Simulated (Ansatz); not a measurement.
Task: a comparison of norm-conserving and PAW potentials of Y₂Ge₃, space group P-6m2, with the Ansatz DFT code, driven from Python. Give the script and its output. Use (first run): LDA, PAW, the default cutoff (420 eV here), 6×6×4 k-points, Fermi-Dirac smearing of 0.1 eV.

Input file `y2ge3.vasp`:
```text
Y2Ge3
1.0
   4.39242643    0.00000000    0.00000000
  -2.19621322    3.80395288    0.00000000
   0.00000000    0.00000000    7.10729500
Y Ge
2 3
Direct
   0.00000000    0.00000000    0.72992900
   0.00000000    0.00000000    0.27007100
   0.33333333    0.66666667    0.00000000
   0.66666667    0.33333333    0.50000000
   0.66666667    0.33333333    0.00000000
```

`run_nc_paw.py`
```python
"""Norm-conserving against PAW potentials for Y2Ge3."""

import ansatz as az
from ase.io import read
import numpy as np
import pandas as pd


def count_gap(report):
    # lowest empty less highest filled band, counting bands; zero where they overlap
    return max(report.get("gap_by_band_count_ev") or 0.0, 0.0)

atoms = read("y2ge3.vasp", format="vasp")
crystal = az.Crystal.from_ase(atoms)

base = crystal.calculation()
base = base.occupations("fermi_dirac").functional("lda")
base = base.kpoints(6, 6, 4, center="gamma").stress()
base = base.forces()
base = base.band_table()
variants = {
    "PAW": base.pseudopotentials("paw"),
    "norm-conserving": base.pseudopotentials("nc"),
}
# totals differ by the cores that each treatment holds, so compare what does not depend on them
rows = []
for label, variant in variants.items():
    r = variant.run(threads=1, backend="cpu").report
    levels = np.array(r["eigenvalues_ev"][0]) - r["fermi_energy_ev"]
    print(label, "levels at the first k-point near E_F:", np.round(levels[np.abs(levels) < 5], 3))
    rows.append((label, r["n_electrons"], np.trace(r["stress_gpa"]) / 3, float(np.abs(r["forces_ev_ang"]).max()), count_gap(r)))
print(pd.DataFrame(rows, columns=["treatment", "electrons in bands", "P GPa", "max force component eV/A", "gap by band count eV"]).round(4).to_string(index=False))
```

Running `python run_nc_paw.py` prints:
```text
DeckWarning: basis.ecutwfc = 420 eV, auto-derived from the records' recommended cutoffs: set by Y (normal level)
PAW levels at the first k-point near E_F: [-4.611 -3.253 -2.681 -2.681 -0.569 -0.569 -0.128  0.706  0.706  1.051
  1.497  1.497  3.251  3.493]
DeckWarning: basis.ecutwfc = 1061.244064 eV, auto-derived from the records' recommended cutoffs: set by Ge (normal level)
norm-conserving levels at the first k-point near E_F: [-4.612 -3.261 -2.682 -2.682 -0.569 -0.569 -0.126  0.708  0.708  1.053
  1.498  1.498  3.255  3.492]
      treatment  electrons in bands   P GPa  max force component eV/A  gap by band count eV
            PAW                64.0 -4.6676                    0.2009                   0.0
norm-conserving                64.0 -4.6682                    0.1992                   0.0
```
(Warnings from the package without file and line.)

PAW gives -4.668 GPa and norm-conserving -4.668 GPa, 0.001 GPa apart. They took 8.8 and 26.1 s of processor time.

Notes:
- No spin polarisation was allowed.
- The computed bands are complete only to about 2.7 eV above the Fermi level.
- The mesh is modest for a metal, so energies can be off by several to tens of meV an atom and pressures by half a GPa or more; differences at equal mesh fare better.
- A gap by band count of zero or less means overlapping bands, a metal.
- The structure comes from a database of computed cells and needn't be a stable or known phase.
- Gaps and levels are Kohn-Sham values on a finite set of k-points, without spin-orbit coupling.
- Stress is positive in compression.
- Run time: 36 s on 1 thread of Arm Neoverse V2, on a shared host, peak memory 0.67 GiB.
